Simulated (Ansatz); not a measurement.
# CH8ClNSi2: one species, many methods

The task here is to estimate one member of a computed series from the others.

Program: Ansatz 0.2.0, Gaussian basis. Level of theory: functionals in def2-TZVPP, the program's frozen cores in correlated methods. These are calculated values, not measurements.

Plan: PBE-D4, r2SCAN-D4, PBE0-D4, B3LYP-D4, ωB97X-V, ωB97M-V, B2PLYP; CCSD(T)/def2-TZVPP; MP2/def2-QZVPP; extrapolation to the limit.

### The geometry

All runs share one geometry, relaxed beforehand with PBE0-D4 in a triple-zeta def2 set.

SMILES `[SiH3]CN[SiH2]Cl`, 13 atoms, charge 0, spin multiplicity 1.

Atoms are counted from 1 here; the program's logs count them from 0.

Bond lengths: Si1–C2 1.887 Å, Si1–H6 1.485 Å, Si1–H7 1.488 Å, Si1–H8 1.490 Å, C2–N3 1.457 Å, C2–H9 1.096 Å, C2–H10 1.099 Å, N3–Si4 1.701 Å, N3–H11 1.009 Å, Si4–Cl5 2.072 Å, Si4–H12 1.479 Å, Si4–H13 1.479 Å. Angles: C2–Si1–H6 110.3°, C2–Si1–H7 110.6°, C2–Si1–H8 108.6°, H6–Si1–H7 109.7°, H6–Si1–H8 108.7°, H7–Si1–H8 109.0°, Si1–C2–N3 111.1°, Si1–C2–H9 107.9°, Si1–C2–H10 110.3°, N3–C2–H9 108.8°, N3–C2–H10 112.7°, H9–C2–H10 105.9°, C2–N3–Si4 123.4°, C2–N3–H11 113.8°, Si4–N3–H11 118.0°, N3–Si4–Cl5 114.4°, N3–Si4–H12 108.6°, N3–Si4–H13 108.1° and more.

The first run:

Input file in.yaml:

```yaml
crystal:
  periodic: [false, false, false]
  atoms:
    - {symbol: Si, position_ang: [-1.941069, -0.813738, 0.618716]}
    - {symbol: C, position_ang: [-0.151061, -0.763057, 0.022999]}
    - {symbol: N, position_ang: [0.434007, 0.554507, 0.234328]}
    - {symbol: Si, position_ang: [1.655370, 1.207208, -0.753020]}
    - {symbol: Cl, position_ang: [3.482833, 0.242096, -0.604055]}
    - {symbol: H, position_ang: [-2.783318, 0.091111, -0.204895]}
    - {symbol: H, position_ang: [-2.476638, -2.199790, 0.546790]}
    - {symbol: H, position_ang: [-1.983710, -0.349489, 2.033424]}
    - {symbol: H, position_ang: [-0.147648, -0.982607, -1.050497]}
    - {symbol: H, position_ang: [0.431560, -1.565840, 0.495357]}
    - {symbol: H, position_ang: [0.372047, 0.879283, 1.187451]}
    - {symbol: H, position_ang: [1.251573, 1.054518, -2.167979]}
    - {symbol: H, position_ang: [1.876257, 2.610998, -0.343922]}
basis:
  gaussian: {orbitals: def2-TZVPP}
hamiltonian: {xc: pbe, dispersion: d4}
output: {forces: true, orbitals: {seedname: orbitals}}
```

Started as:

```
> ansatz run in.yaml --threads 4 --pin off --events-out ev --progress --plain --max-ram 10444MiB
```

Among the steps run: PBE-D4 (GGA); r2SCAN-D4 (meta-GGA); PBE0-D4 (hybrid); B3LYP-D4 (hybrid); ωB97X-V (range-separated); ωB97M-V (range-separated); B2PLYP (double hybrid); CCSD(T) in def2-TZVPP; MP2 in def2-QZVPP.

One table of the session follows, with a row left open; its other results are not shown here.

```
            method  atomisation energy (kJ/mol)
            PBE-D4                       4328.6
         r2SCAN-D4                       4305.2
           PBE0-D4                       4290.7
          B3LYP-D4                       4314.2
           ωB97X-V                       4346.3
           ωB97M-V                       4332.7
            B2PLYP                            ?
     HF/def2-TZVPP                       3184.1
    MP2/def2-TZVPP                       4219.7
   CCSD/def2-TZVPP                       4144.3
CCSD(T)/def2-TZVPP                       4195.8
           MP2/CBS                       4342.7
       CCSD(T)/CBS                       4318.7
```

Q: Estimate the row for B2PLYP from the others.

As computed: atomisation energy (kJ/mol): 4256.1. In the column «atomisation energy (kJ/mol)» it lies between MP2/def2-TZVPP (4219.7) and PBE0-D4 (4290.7).

To keep in mind: Free atoms (2 Si, 1 C, 1 N, 1 Cl, 8 H) were run apart at each level; the atomisation energy is their sum less the molecule, without zero-point or spin-orbit terms.
